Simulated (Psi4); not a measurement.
**BHOF2 (difluorohydroxyborane): TPSS/def2-TZVPD (sweep point 8)**

What is the vertical singlet–triplet gap of BHOF2 (difluorohydroxyborane) at TPSS/def2-TZVPD (sweep point 8)? 

The calculation is run with Psi4 1.11.

3 further runs of the same task are left out: 3 that didn't finish.

**1. The structure to begin with**

BHOF2: 5 atoms, total charge 0, spin state singlet. SMILES: `OB(F)F`. Geometry: relaxed at PBE0-D4/def2-TZVP.

Bond lengths: O1–B2 1.345 Å, B2–F3 1.317 Å, B2–F4 1.327 Å, O1–H5 0.960 Å. Angles: O1–B2–F3 119.5°, O1–B2–F4 122.2°, F3–B2–F4 118.3°, B2–O1–H5 113.5°.

**2. A single-point energy at TPSS/def2-TZVPD (sweep point 8)**

File calc.inp:

```
memory 1600 MB

molecule {
  O      0.038630     1.000750     0.174310
  B      0.105760    -0.342460     0.137210
  F      0.731030    -0.986880     1.100700
  F     -0.439530    -1.051930    -0.843330
  H     -0.435890     1.380520    -0.568880
  symmetry c1
}

set {
  puream true
  scf_type direct
  dft_radial_points 99
  dft_spherical_points 590
}

result, w = energy('tpss/def2-TZVPD', return_wfn=True)
```

Run with:

```bash
psi4 -i calc.inp -o calc.out -n 1
```

calc.out:

```text
[...]
  Running in c1 symmetry.
[...]
  Nuclear repulsion =  112.725598717264262
[...]
  Multiplicity = 1
[...]
  Nalpha       = 16
  Nbeta        = 16
[...]
    Number of basis functions: 166
[...]
   @DF-RKS iter   1:  -300.43473632683367   -3.07113e-01   5.47375e-03 DIIS/ADIIS
[...]
   @RKS iter  11:  -300.69646634487054   -6.42430e-08   3.82756e-07 DIIS
[...]
    Orbital Energies [Eh]
    ---------------------
    Doubly Occupied:
       1A    -24.429775     2A    -24.425901     3A    -18.928050
       4A     -6.707572     5A     -1.167138     6A     -1.139300
       7A     -0.995139     8A     -0.556843     9A     -0.514732
      10A     -0.482812    11A     -0.448657    12A     -0.411882
      13A     -0.388375    14A     -0.374677    15A     -0.347851
      16A     -0.332928
[...]
  @RKS Final Energy:  -300.69646634487054
   => Energetics <=
    Nuclear Repulsion Energy =            112.7255987172642619
    One-Electron Energy =                -640.2186080800468062
    Two-Electron Energy =                 260.9109248366732459
    DFT Exchange-Correlation Energy =     -34.1143818187612027
    Empirical Dispersion Energy =           0.0000000000000000
    VV10 Nonlocal Energy =                  0.0000000000000000
    Total Energy =                       -300.6964663448705437
[...]
 Multipole Moments:
 ------------------------------------------------------------------------------------
     Multipole            Electronic (a.u.)      Nuclear  (a.u.)        Total (a.u.)
 ------------------------------------------------------------------------------------
 L = 1.  Multiply by 2.5417464519 to convert [e a0] to [Debye]
 Dipole X            :          0.2681416           -0.5864318           -0.3182901
 Dipole Y            :         -2.3401170            2.8269837            0.4868667
 Dipole Z            :          0.1855058           -0.6583888           -0.4728829
 Magnitude           :                                                    0.7496440
[...]
```

Wall time 71 s (1 thread of Intel Xeon at 2.70GHz, shared host); peak memory 1.2 GiB.

**3. The triplet**

File bf2ho.in:

```
memory 1600 MB

molecule {
  0 3
  O      0.038630     1.000750     0.174310
  B      0.105760    -0.342460     0.137210
  F      0.731030    -0.986880     1.100700
  F     -0.439530    -1.051930    -0.843330
  H     -0.435890     1.380520    -0.568880
  symmetry c1
}

set {
  reference uks
  puream true
  scf_type direct
  dft_radial_points 99
  dft_spherical_points 590
  maxiter 100
}

result, w = energy("tpss/def2-TZVPD", return_wfn=True)
print_variables()
```

Run with:

```bash
psi4 -n 1 bf2ho.in bf2ho.out
```

bf2ho.out:

```text
[...]
  Running in c1 symmetry.
[...]
  Nuclear repulsion =  112.725598717264262
[...]
  Multiplicity = 3
[...]
  Nalpha       = 17
  Nbeta        = 15
[...]
    Number of basis functions: 166
[...]
   @DF-UKS iter   1:  -300.03354966839476    9.40739e-02   5.31086e-03 ADIIS/DIIS
[...]
   @UKS iter  18:  -300.38353148859130   -7.53649e-07   8.63026e-07 DIIS
[...]
   @S^2 Observed:                2.002867357E+00
[...]
    Orbital Energies [Eh]
    ---------------------
    Alpha Occupied:
       1A    -24.508075     2A    -24.508009     3A    -19.127867
       4A     -6.803595     5A     -1.244230     6A     -1.214111
       7A     -1.171214     8A     -0.688818     9A     -0.590151
      10A     -0.575607    11A     -0.570233    12A     -0.515848
      13A     -0.497220    14A     -0.467033    15A     -0.464652
      16A     -0.434842    17A     -0.093009
    Alpha Virtual:
      18A     -0.082427    19A     -0.029987    20A      0.010586
      21A      0.011449    22A      0.036813    23A      0.040916
      24A      0.060948    25A      0.066210    26A      0.075462
[...]
  @UKS Final Energy:  -300.38353148859130
   => Energetics <=
    Nuclear Repulsion Energy =            112.7255987172642619
    One-Electron Energy =                -636.9018176380352543
    Two-Electron Energy =                 257.7199748942398401
    DFT Exchange-Correlation Energy =     -33.9272874620601144
    Empirical Dispersion Energy =           0.0000000000000000
    VV10 Nonlocal Energy =                  0.0000000000000000
    Total Energy =                       -300.3835314885913021
[...]
 Multipole Moments:
 ------------------------------------------------------------------------------------
     Multipole            Electronic (a.u.)      Nuclear  (a.u.)        Total (a.u.)
 ------------------------------------------------------------------------------------
 L = 1.  Multiply by 2.5417464519 to convert [e a0] to [Debye]
 Dipole X            :          0.9607713           -0.5864318            0.3743395
 Dipole Y            :         -3.2368078            2.8269837           -0.4098240
 Dipole Z            :          1.2297129           -0.6583888            0.5713241
 Magnitude           :                                                    0.7965532
[...]
```

Run time: 2.3 min. Hardware: 1 thread of Intel Xeon at 2.70GHz, shared host; peak memory 1.2 GiB.

**4. Outcome**

At TPSS/def2-TZVPD (sweep point 8):

| quantity | value |
| --- | --- |
| singlet: total energy | -300.69647 Eh |
| singlet: dipole moment | 1.91 D |
| singlet: HOMO energy | -9.06 eV |
| singlet: LUMO energy | -0.82 eV |
| singlet: HOMO–LUMO gap | 8.24 eV |
| triplet: total energy | -300.38353 Eh |
| triplet: dipole moment | 2.02 D |
| triplet: HOMO energy (highest over α and β) | -2.53 eV |
| triplet: ⟨S²⟩ | 2.003 |
| vertical energy of the triplet above the singlet | 8.515 eV |

What this shows: At this shape the triplet lies 8.52 eV (822 kJ/mol) above the singlet.
